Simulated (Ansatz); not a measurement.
# AlAsBrH3S: the cost of one run

Program: Ansatz 0.2.0. Level of theory: RKS r2SCAN/def2-SVP. These are calculated values, not measurements.

1 further run of the same task is left out (it didn't finish).

## 1. Starting point

Bond lengths: S1–Al2 2.203 Å, Al2–As3 2.414 Å, Al2–Br4 2.331 Å, S1–H5 1.409 Å, As3–H6 1.567 Å, As3–H7 1.571 Å. Angles: S1–Al2–As3 119.3°, S1–Al2–Br4 121.9°, As3–Al2–Br4 118.8°, Al2–S1–H5 94.1°, Al2–As3–H6 93.3°, Al2–As3–H7 93.9°, H6–As3–H7 94.0°.

As a file:

```xyz
7

S    -1.4177    1.4606   -1.4340
Al   -0.3040   -0.2691   -0.6470
As    1.8596    0.0784    0.3654
Br   -1.1556   -2.4364   -0.7595
H    -2.0861    1.7115   -0.2193
H     1.2531    0.7443    1.6476
H     1.9120   -1.3573    1.0012
```

## 2. End point A

The input, input.yaml:

```yaml
crystal:
  periodic: [false, false, false]
  atoms:
    - { symbol: S, position_ang: [-1.4177, 1.4606, -1.434] }
    - { symbol: Al, position_ang: [-0.304, -0.2691, -0.647] }
    - { symbol: As, position_ang: [1.8596, 0.0784, 0.3654] }
    - { symbol: Br, position_ang: [-1.1556, -2.4364, -0.7595] }
    - { symbol: H, position_ang: [-2.0861, 1.7115, -0.2193] }
    - { symbol: H, position_ang: [1.2531, 0.7443, 1.6476] }
    - { symbol: H, position_ang: [1.912, -1.3573, 1.0012] }
basis:
  gaussian: { orbitals: def2-SVP }
hamiltonian:
  xc: r2scan
relax:
  f_tol: 0.015
  max_steps: 40
```

Run with:

```sh
$ ansatz run input.yaml --threads 2 --pin off --max-ram 3072MiB --backend cpu --events-out ev --progress --plain --runs-dir out
```

What time and memory should one allow on 2 threads of Arm Neoverse V1, shared host?

About 2 min, with a peak of 0.19 GiB.
